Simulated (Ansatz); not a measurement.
Predict the output of the script below (the Ansatz DFT code, driven from Python).

The script, `md_albgeh4.py`:
```python
from dataclasses import dataclass

import ansatz
import numpy as np


@dataclass
class RunConfig:
    basis: str = "def2-SVP"
    xc: str = "b3lyp"
    vdw: str = "d3bj"
    n_steps: int = 30
    temperature_k: int = 800


cfg = RunConfig()

GEOMETRY = """
B    -1.06570   -0.72440   -0.20190
Al    0.45960    0.42450   -1.26620
Ge    0.34830    0.13610    0.93730
H    -2.04130   -1.29150   -0.28410
H     1.15100    0.99550   -2.60570
H    -0.12330    1.33840    1.80830
H     1.33270   -0.94660    1.56650
"""


def main() -> None:
    molecule = ansatz.Crystal.molecule()
    for line in GEOMETRY.strip().splitlines():
        symbol, *xyz = line.split()
        molecule = molecule.atom(symbol, [float(v) for v in xyz])

    job = (
        molecule.calculation()
        .basis(gaussian=cfg.basis)
        .functional(cfg.xc, dispersion=cfg.vdw)
        .md("nvt_nose_hoover", timestep=1.0, steps=cfg.n_steps, temperature=cfg.temperature_k, initial_velocities="maxwell_boltzmann", seed=36, thermostat_time=20)
    )
    frames = []
    result = job.session().plan().execute(on_event=lambda e: frames.append(e["data"]) if e["event"] == "md_step" else None)
    print("t (fs)   E_pot (eV)      E_kin (eV)   T (K)   d(0-1) (A)")
    for f in frames[::2]:
        xyz = np.array(f["positions_ang"])
        print(f"{f['time_fs']:6.2f} {f['lagrangian_ev']:14.5f} {f['e_kin_ev']:10.5f} {f['temperature_k']:8.1f} {np.linalg.norm(xyz[0] - xyz[1]):9.4f}")
    kept = np.array([f["conserved_ev"] for f in frames])
    print(f"conserved energy moves by at most {1000 * np.ptp(kept):.3f} meV")


if __name__ == "__main__":
    main()
```

Running `python md_albgeh4.py` prints:
```text
t (fs)   E_pot (eV)      E_kin (eV)   T (K)   d(0-1) (A)
  0.00   -63845.22775    0.51704    800.0    2.1861
  2.00   -63845.16359    0.45960    711.1    2.1990
  4.00   -63845.27276    0.56329    871.6    2.2057
  6.00   -63845.27427    0.56958    881.3    2.2124
  8.00   -63845.32012    0.61476    951.2    2.2237
 10.00   -63845.42350    0.71024   1098.9    2.2398
 12.00   -63845.36906    0.64713   1001.3    2.2569
 14.00   -63845.24606    0.52179    807.3    2.2673
 16.00   -63845.38098    0.63425    981.4    2.2656
 18.00   -63845.36554    0.60406    934.7    2.2557
 20.00   -63845.27506    0.50004    773.7    2.2438
 22.00   -63845.38701    0.59023    913.2    2.2320
 24.00   -63845.62550    0.79018   1222.6    2.2185
 26.00   -63845.71939    0.83306   1289.0    2.1982
 28.00   -63845.78760    0.83011   1284.4    2.1654
 30.00   -63845.88796    0.83525   1292.4    2.1214
conserved energy moves by at most 10.368 meV
```

Reading the output:
- Total energies depend on the basis set; only differences at equal settings carry meaning.
- The trajectory is only some femtoseconds long, so its temperature is not equilibrated; where the script doesn't relax first, it starts from a rough generated geometry.
- b3lyp holds the VWN-RPA fit, as in Gaussian; the form of ORCA and Turbomole is b3lyp5.
- The temperature counts the internal degrees of freedom alone.
- With hydrogen a step over 0.5 fs is long.
- Timing: 110 s on 1 thread of Arm Neoverse V2, with other jobs on the host, peak memory 0.24 GiB.

(Lines on the test bed's own set-up are left out of the output.)
